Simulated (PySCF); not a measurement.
# DyF7 ([DyF7]4-): the cost of one run

Programs: PySCF 2.14.0, with routines of our own; each step states its level. All values are computed. Atoms count from 0.

### 1 The system as given

8 atoms, charge -4, states of the metal's open shell are computed; geometry from: model geometry, bond lengths from ionic radii.

### 2 Ligand-field states: state-averaged CASSCF in water

The job: settings as JSON, then the geometry in Å.

```
{"job": {"kind": "lf", "basis": {"metal": "x2c-TZVPall", "ligand": "x2c-SVPall"}, "nevpt": false, "solvent": "water", "roots": {"6": 21, "4": 128, "2": 130}}, "charge": -4, "metal": "Dy", "open_shell": "f9"}
Dy     0.000000     0.000000     0.000000
F      0.000000     0.000000     2.272000
F      0.000000     0.000000    -2.272000
F      2.272000     0.000000     0.000000
F      0.702087     2.160800     0.000000
F     -1.838087     1.335448     0.000000
F     -1.838087    -1.335448     0.000000
F      0.702087    -2.160800     0.000000
```

With the program's defaults for keys left out, this is: state-averaged CASSCF of the metal f shell, state-interaction spin-orbit coupling.

Started as:

```
$ OMP_NUM_THREADS=1 python lf_run.py task.json out
```

This one command runs all jobs of the session in turn.

**Question.** How long does this first job take on 1 thread of Arm Neoverse V2, shared host, and how much memory does it need?

About 38 s, with a peak of 0.63 GiB.
